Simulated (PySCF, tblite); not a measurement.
# C₅H₁₂BN₂ radical: geometry, infrared bands and EPR parameters

Aim: predict the infrared bands and EPR parameters of C₅H₁₂BN₂ radical (`CC(C)N1B[N]CC1`).

Programs: tblite 0.8.0 and PySCF 2.14.0, with density-fitted response routines of our own. Each step states its level of theory. These are calculated values for one molecule in the gas phase, unless marked as measured. Atoms are numbered from 0 throughout.

### 1 Starting geometry

20 atoms, charge 0, multiplicity 2; geometry from: force field or distance geometry start.

Bonds of the start (Å): C0–C1 1.51, C1–C2 1.55, C1–N3 1.43, N3–B4 1.51, B4–N5 1.52, N5–C6 1.44, C6–C7 1.54, C7–N3 1.45, C0–H8 1.09, C0–H9 1.11, C0–H10 1.13, C1–H11 1.10, C2–H12 1.09, C2–H13 1.10, C2–H14 1.11, B4–H15 1.17, C6–H16 1.11, C6–H17 1.10, C7–H18 1.09, C7–H19 1.10.

### 2 Relaxing the molecule with GFN2-xTB

What the job is given:

```
{"job": {"kind": "relax", "xc": "GFN2-xTB", "basis": "xTB"}, "charge": 0, "multiplicity": 2}
C      1.365600    -1.330600    -0.297800
C      1.019900     0.127900    -0.489500
C      1.818800     0.983100     0.519400
N     -0.373500     0.461800    -0.423200
B     -1.222900    -0.316200    -1.396200
N     -2.580200    -0.490100    -0.732200
C     -2.493400     0.356100     0.427100
C     -1.020900     0.136500     0.830700
H      0.519100    -1.985100    -0.065700
H      2.153100    -1.377000     0.483800
H      1.880000    -1.685700    -1.234300
H      1.398500     0.418000    -1.478800
H      2.782300     1.197500     0.046400
H      1.308700     1.945500     0.686900
H      1.970900     0.425100     1.465400
H     -1.000100    -0.388700    -2.544500
H     -2.562900     1.437200     0.168400
H     -3.186900     0.115900     1.242100
H     -0.940700    -0.900000     1.161400
H     -0.840500     0.879200     1.627900
```

Run with:

```sh
$ OMP_NUM_THREADS=1 python probes_run.py task.json out
```

This one command runs all jobs of the session in turn.

Standard output:

```text
step      E/eV     max force
  0    -648.61883    3.378
  1    -649.09099    2.077
  2    -649.32897    1.803
  3    -649.42234    0.844
  4    -649.52860    0.709
  5    -649.58534    0.716
  6    -649.64771    0.742
  7    -649.69176    0.699
  8    -649.73489    0.473
  9    -649.76189    0.391
 10    -649.78729    0.468
 11    -649.81268    0.393
 12    -649.83791    0.430
 13    -649.86124    0.414
 14    -649.88352    0.377
 15    -649.90517    0.506
 16    -649.92319    0.439
 17    -649.93652    0.260
 18    -649.94682    0.238
 19    -649.95640    0.265
 20    -649.96528    0.276
 21    -649.97163    0.163
 22    -649.97561    0.122
 23    -649.97900    0.138
 24    -649.98238    0.226
 25    -649.98551    0.174
 26    -649.98791    0.103
 27    -649.98934    0.111
 28    -649.99155    0.125
 29    -649.99447    0.147
 30    -649.99730    0.131
 31    -649.99962    0.108
 32    -650.00180    0.113
 33    -650.00410    0.118
 34    -650.00631    0.107
 35    -650.00783    0.071
 36    -650.00871    0.068
 37    -650.00948    0.083
 38    -650.01047    0.079
 39    -650.01161    0.089
 40    -650.01275    0.071
 41    -650.01391    0.084
 42    -650.01535    0.124
 43    -650.01721    0.126
 44    -650.01919    0.110
 45    -650.02088    0.095
 46    -650.02228    0.085
 47    -650.02377    0.113
 48    -650.02563    0.110
 49    -650.02760    0.107
 50    -650.02919    0.084
 51    -650.03032    0.102
 52    -650.03108    0.128
 53    -650.03224    0.097
 54    -650.03345    0.080
 55    -650.03409    0.053
 56    -650.03452    0.057
 57    -650.03503    0.066
 58    -650.03563    0.061
 59    -650.03625    0.059
 60    -650.03671    0.044
 61    -650.03709    0.054
 62    -650.03751    0.060
 63    -650.03802    0.066
 64    -650.03860    0.079
 65    -650.03917    0.062
 66    -650.03973    0.057
 67    -650.04037    0.071
 68    -650.04106    0.079
 69    -650.04166    0.069
 70    -650.04213    0.048
 71    -650.04253    0.046
 72    -650.04311    0.058
 73    -650.04373    0.072
 74    -650.04436    0.057
 75    -650.04473    0.051
 76    -650.04495    0.030
 77    -650.04511    0.037
 78    -650.04526    0.028
 79    -650.04539    0.026
 80    -650.04553    0.027
 81    -650.04578    0.055
 82    -650.04623    0.086
 83    -650.04700    0.104
 84    -650.04814    0.097
 85    -650.04959    0.111
 86    -650.05140    0.104
 87    -650.05329    0.146
 88    -650.05550    0.198
 89    -650.05808    0.181
 90    -650.06212    0.125
 91    -650.06496    0.153
 92    -650.06792    0.148
 93    -650.06796    0.371
 94    -650.07477    0.138
 95    -650.07779    0.123
 96    -650.06931    0.677
 97    -650.08526    0.107
 98    -650.08873    0.106
 99    -650.08228    0.656
100    -650.09682    0.128
101    -650.10030    0.132
102    -650.10022    0.468
103    -650.10928    0.122
104    -650.11256    0.114
105    -650.11683    0.354
106    -650.12501    0.132
107    -650.12897    0.133
108    -650.13737    0.195
109    -650.14070    0.119
110    -650.14289    0.096
111    -650.14579    0.129
112    -650.14692    0.100
113    -650.14809    0.078
114    -650.14906    0.063
115    -650.14947    0.055
116    -650.14984    0.026
117    -650.14999    0.027
118    -650.15015    0.031
119    -650.15032    0.031
120    -650.15050    0.027
121    -650.15065    0.027
122    -650.15075    0.023
123    -650.15081    0.020
124    -650.15086    0.016
125    -650.15088    0.012
126    -650.15091    0.011
127    -650.15092    0.007
```

Run time: 0.95 s. Hardware: 1 thread of Arm Neoverse V1, shared host.

Along the way: (not every step is listed)

```csv
step,energy from step 0 (eV),largest force (eV/Å)
0,0.0000,3.3781
1,-0.4722,2.0770
2,-0.7101,1.8031
3,-0.8035,0.8440
4,-0.9098,0.7088
5,-0.9665,0.7164
6,-1.0289,0.7416
7,-1.0729,0.6988
8,-1.1161,0.4734
19,-1.3376,0.2653
30,-1.3785,0.1315
41,-1.3951,0.0839
52,-1.4122,0.1278
63,-1.4192,0.0657
74,-1.4255,0.0568
85,-1.4308,0.1107
96,-1.4505,0.6773
107,-1.5101,0.1327
118,-1.5313,0.0306
122,-1.5319,0.0226
123,-1.5320,0.0197
124,-1.5320,0.0155
125,-1.5321,0.0122
126,-1.5321,0.0107
127,-1.5321,0.0073
```

Close pairs (by a distance rule), those that changed most:

```csv
bond,before (Å),after (Å),change (Å)
B4–N5,1.521,1.407,-0.114
N3–B4,1.508,1.424,-0.083
C0–H10,1.126,1.087,-0.039
N5–C6,1.438,1.408,-0.030
C0–C1,1.511,1.534,+0.023
C0–H9,1.110,1.088,-0.023
C2–H14,1.109,1.088,-0.021
C6–H16,1.114,1.099,-0.015
```

The next job starts from the end point, and lists it.

### 3 Infrared spectrum with GFN2-xTB

What the job is given:

```
{"job": {"kind": "ir", "xc": "GFN2-xTB", "basis": "xTB"}, "charge": 0, "multiplicity": 2}
C      1.494637    -1.459052    -0.078111
C      1.041824    -0.070793    -0.549339
C      1.815112     1.022873     0.197396
N     -0.381691     0.095969    -0.426651
B     -1.347544     0.273302    -1.458446
N     -2.623168     0.380552    -0.874337
C     -2.507230     0.266280     0.523942
C     -1.010588     0.082159     0.869056
H      0.905964    -2.230416    -0.569021
H      1.380744    -1.560836     0.998917
H      2.542097    -1.608450    -0.326272
H      1.260575     0.018435    -1.619370
H      2.869797     0.964565    -0.058159
H      1.442574     2.004901    -0.084316
H      1.717378     0.903210     1.274177
H     -1.092866     0.317985    -2.593397
H     -2.931385     1.158596     1.005073
H     -3.112661    -0.582365     0.872413
H     -0.828529    -0.863895     1.392040
H     -0.640188     0.897659     1.501369
```

Standard output:

```text
mode    cm-1     km/mol
  1      24.4      3.49
  2     100.3      1.09
  3     158.8      3.53
  4     215.2      0.44
  5     233.1      0.01
  6     236.7      1.71
  7     312.3      4.67
  8     315.9      7.98
  9     460.4      7.94
 10     478.2      0.08
 11     602.7      4.65
 12     683.0     37.33
 13     742.7     83.38
 14     777.6      3.04
 15     840.3      6.58
 16     904.5      2.59
 17     937.6      2.22
 18     939.8      6.37
 19     968.5      0.04
 20     974.1      4.40
 21     994.0      0.26
 22    1071.3     10.36
 23    1086.2     91.42
 24    1110.6      0.19
 25    1118.9     13.27
 26    1129.6      0.42
 27    1150.3      3.79
 28    1177.0     13.46
 29    1213.6     16.10
 30    1239.8     20.65
 31    1258.2     26.11
 32    1292.8      1.46
 33    1303.2      5.25
 34    1357.5      6.08
 35    1391.9      5.17
 36    1406.9      2.21
 37    1420.6     17.69
 38    1454.6      5.97
 39    1490.2      0.93
 40    1493.7      0.87
 41    1500.5      3.80
 42    1503.9      3.06
 43    2689.6    190.51
 44    2836.7     13.35
 45    2883.2     33.35
 46    2884.0     40.73
 47    2916.2     28.37
 48    2936.1     36.35
 49    3029.8      0.25
 50    3034.7     70.03
 51    3039.2     21.07
 52    3041.5     14.64
 53    3044.8     19.96
 54    3047.9     55.09
```

It took 0.73 s on 1 thread of Arm Neoverse V1, shared host.

The strongest bands and the atoms that carry them (share of the mass-weighted mode):

```csv
cm⁻¹,km/mol,atoms
683,37.3,"N5 40 %, C6 25 %, C7 12 %, B4 10 %"
743,83.4,"H15 66 %, B4 28 %"
1086,91.4,"N5 31 %, C6 19 %, B4 16 %, H15 12 %"
2690,190.5,H15 91 %
2884,40.7,"H18 34 %, H19 29 %, H16 24 %"
2936,36.4,H11 92 %
3035,70.0,"H14 46 %, H9 42 %"
3048,55.1,"H12 51 %, H10 38 %"
```

### 4 EPR parameters: B3LYP/pcH-1

The job, as its differences from that of step 3:

```diff
@@ -1,2 +1,2 @@
-{"job": {"kind": "ir", "xc": "GFN2-xTB", "basis": "xTB"}, "charge": 0, "multiplicity": 2}
+{"job": {"kind": "epr", "basis": "pcH-1"}, "charge": 0, "multiplicity": 2}
 C      1.494637    -1.459052    -0.078111
```

Method: UKS B3LYP, pcH-1 on B C H N, non-relativistic, mean-field spin-orbit, GIAO.

Standard output:

```text
UKS, coarse grid
  cycle   1  E = -332.04167523  |g| = 4.07e-01
  cycle   2  E = -331.92979668  |g| = 6.45e-01
  cycle   3  E = -332.12784282  |g| = 1.48e-01
  cycle   4  E = -332.13639812  |g| = 7.52e-02
  cycle   5  E = -332.13904723  |g| = 2.06e-02
  cycle   6  E = -332.13928168  |g| = 8.80e-03
  cycle   7  E = -332.13933836  |g| = 3.24e-03
  cycle   8  E = -332.13934849  |g| = 1.35e-03
  cycle   9  E = -332.13935004  |g| = 4.22e-04
UKS, final grid
  cycle   1  E = -332.13932850  |g| = 4.98e-04
  cycle   2  E = -332.13932815  |g| = 1.06e-03
  cycle   3  E = -332.13932868  |g| = 1.24e-04
  cycle   4  E = -332.13932869  |g| = 7.62e-05
  cycle   5  E = -332.13932869  |g| = 2.89e-05
E = -332.13932869 Eh   <S^2> = 0.7623 (exact 0.7500)
g shifts (ppm)      1          2          3
  rmc          -218       -218       -218
  gc            -13         42         32
  oz_so          37       2243       7039
  total        -193       2067       6853
hyperfine (MHz)  atom isotope    a_iso     a_fc   dipolar eigenvalues
    0   13C      12.65      12.65     -1.91     -1.63      3.54
    1   13C      -9.82      -9.82     -1.22     -0.12      1.33
    2   13C      11.03      11.03     -1.75     -1.47      3.23
    3   14N      14.01      14.01    -14.49    -13.78     28.27
    4   11B     -25.23     -25.23     -7.69     -0.53      8.22
    5   14N      22.32      22.32    -32.37    -32.10     64.47
    6   13C     -29.59     -29.59     -3.47      1.58      1.89
    7   13C     -13.37     -13.37     -0.71      0.07      0.64
    8    1H      -1.36      -1.36     -2.21     -0.84      3.05
    9    1H      -1.22      -1.22     -1.79     -0.72      2.51
   10    1H       2.15       2.15     -1.38     -0.77      2.16
   11    1H       0.82       0.82     -2.38     -2.23      4.61
   12    1H       1.63       1.63     -1.32     -0.77      2.08
   13    1H      -1.28      -1.28     -2.15     -0.92      3.07
   14    1H      -1.10      -1.10     -1.70     -0.77      2.47
   15    1H       1.30       1.30     -4.77     -2.55      7.32
   16    1H     131.69     131.69     -5.71     -3.12      8.83
   17    1H     137.29     137.29     -5.73     -3.14      8.87
   18    1H      45.14      45.14     -3.27     -1.28      4.55
   19    1H      46.86      46.86     -3.26     -1.30      4.56
```

Wall time 1.9 min (1 thread of Arm Neoverse V1, shared host); peak memory 1.1 GiB.

Principal g values 2.00213, 2.00439, 2.00917; g(iso) = 2.00523, against 2.00232 for a free electron.

Hyperfine couplings; where a row names several nuclei, a(iso) is their mean (it holds for fast rotation or exchange) and the dipolar term the largest among them:

```csv
nuclei,isotope,a(iso) (MHz),"a(iso) (G, at g = 2.0023)",largest dipolar term (MHz)
"H16, H17",1H,134.5,48.0,8.9
"H18, H19",1H,46.0,16.4,4.6
C6,13C,-29.6,-10.6,-3.5
B4,11B,-25.2,-9.0,8.2
N5,14N,22.3,8.0,64.5
N3,14N,14.0,5.0,28.3
C7,13C,-13.4,-4.8,-0.7
"C0, C2",13C,11.8,4.2,3.5
C1,13C,-9.8,-3.5,1.3
H15,1H,1.3,0.5,7.3
H11,1H,0.8,0.3,4.6
"H8, H9, H10, H12, H13, H14",1H,-0.2,-0.1,3.1
```

Mulliken spin populations:

C0 0.02; C1 -0.02; C2 0.01; N3 0.27; B4 -0.08; N5 0.73; C6 -0.06; C7 -0.02; H8 0.00; H9 0.00; H10 0.00; H11 0.00; H12 0.00; H13 0.00; H14 0.00; H15 0.00; H16 0.05; H17 0.06; H18 0.02; H19 0.02

In first order the couplings over 0.8 MHz of 1H, 11B, 14N give 1296 distinct lines over 182.5 G, if the averaged nuclei exchange fast; the same motion can average rows kept apart here too.

Orbitals, density, ELF and potential are computed afterwards from the orbital file.

ELF in a plane through or near 6 of the atoms.

Values, 10 rows by 14 columns:
```
0.00 0.00 0.00 0.00 0.00 0.00 0.00 0.00 0.00 0.00 0.00 0.00 0.00 0.00
0.00 0.00 0.00 0.00 0.00 0.00 0.00 0.00 0.00 0.00 0.00 0.00 0.00 0.00
0.00 0.00 0.00 0.01 0.33 0.92 0.05 0.09 0.81 0.02 0.01 0.02 0.00 0.00
0.00 0.00 0.02 0.12 0.64 1.00 0.35 0.74 1.00 0.10 0.94 0.98 0.28 0.00
0.00 0.00 0.15 0.79 0.57 0.64 0.13 0.23 0.50 0.58 0.94 0.92 0.17 0.00
0.00 0.00 0.00 0.01 0.07 0.25 0.62 0.32 0.57 0.38 0.86 0.17 0.02 0.00
0.00 0.00 0.00 0.02 0.07 0.84 0.29 0.52 0.42 0.85 0.83 0.87 0.26 0.00
0.00 0.00 0.00 0.00 0.01 0.12 0.01 0.11 0.49 0.19 0.32 0.38 0.01 0.00
0.00 0.00 0.00 0.00 0.00 0.00 0.00 0.11 0.28 0.03 0.00 0.00 0.00 0.00
0.00 0.00 0.00 0.00 0.00 0.00 0.00 0.00 0.00 0.00 0.00 0.00 0.00 0.00
```
The map spans 11.4 Å across and 9.7 Å up, centred on the molecule. Atoms in the plane (x, y in Å): C1 (-1.1, -0.4), N3 (0.4, -0.4), N5 (2.6, -0.9), H14 (-1.5, 1.7), H16 (3.1, 1.1), H19 (0.8, 1.7).

log10 of the density (e/Å³) in the same plane.

Ten even steps from '0' (-4.0) to '9' (1.6):
```
0000000000000000000000000000
0000000000000000000000000000
0000000001100000000000000000
0000000112221112211000000000
0000011234443333332222110000
0000112345554445543333321000
0001223456765456654455443100
0001234567765556765667543200
0001335566765566666777653200
0001234556776677766776543200
0001233456797799766776543200
0001223456777778767777543200
0000123345666666667776543100
0000112345555455666665443100
0000001223333345554444331000
0000000112222334443333210000
0000000000011223332211000000
0000000000000112221100000000
0000000000000000000000000000
0000000000000000000000000000
```
The map spans 11.4 Å across and 9.7 Å up, centred on the molecule. Atoms in the plane (x, y in Å): C1 (-1.1, -0.4), N3 (0.4, -0.4), N5 (2.6, -0.9), H14 (-1.5, 1.7), H16 (3.1, 1.1), H19 (0.8, 1.7).

On the surface of density 0.002 e/bohr³ the electrostatic potential runs, from the 1st to the 99th percentile, from -2.21 V near N5 to 0.93 V near H18.

The spin density lies nearest to N5 55 %; N3 20 %.

### 5 Summary of results

| quantity | value |
| --- | --- |
| strongest single infrared mode (GFN2-xTB) | 2690 cm⁻¹, 191 km/mol |
| zero-point energy (GFN2-xTB) | 106.4 kcal/mol |
| g(iso) (B3LYP) | 2.00523 |
| ⟨S²⟩ | 0.762 (exact 0.75) |
| largest a(iso) (averaged by class) | 1H on H16, H17, 134.5 MHz |
| potential on the surface of density 0.002 e/bohr³, 1st and 99th percentile | -2.21 V and 0.93 V |

**Reading.** Relaxing lowered the energy by 1.532 eV in 127 steps; the close pair that moved most is B4–N5, from 1.521 to 1.407 Å. All 54 modes are real, so the xTB geometry is a minimum. The strongest single mode, at 2690 cm⁻¹, moves mainly H15. GFN2-xTB is a fitted tight-binding method: band positions and strengths are rough. Its intensities can rank the bands wrongly. N5 carries the largest spin population, 0.73 e. The isotropic g lies 2.9 ppt above the free-electron value. These values are for one conformer; the search (at its own cheap level) found 1 more, at 0.07 kcal/mol, and measured spectra average over such forms.
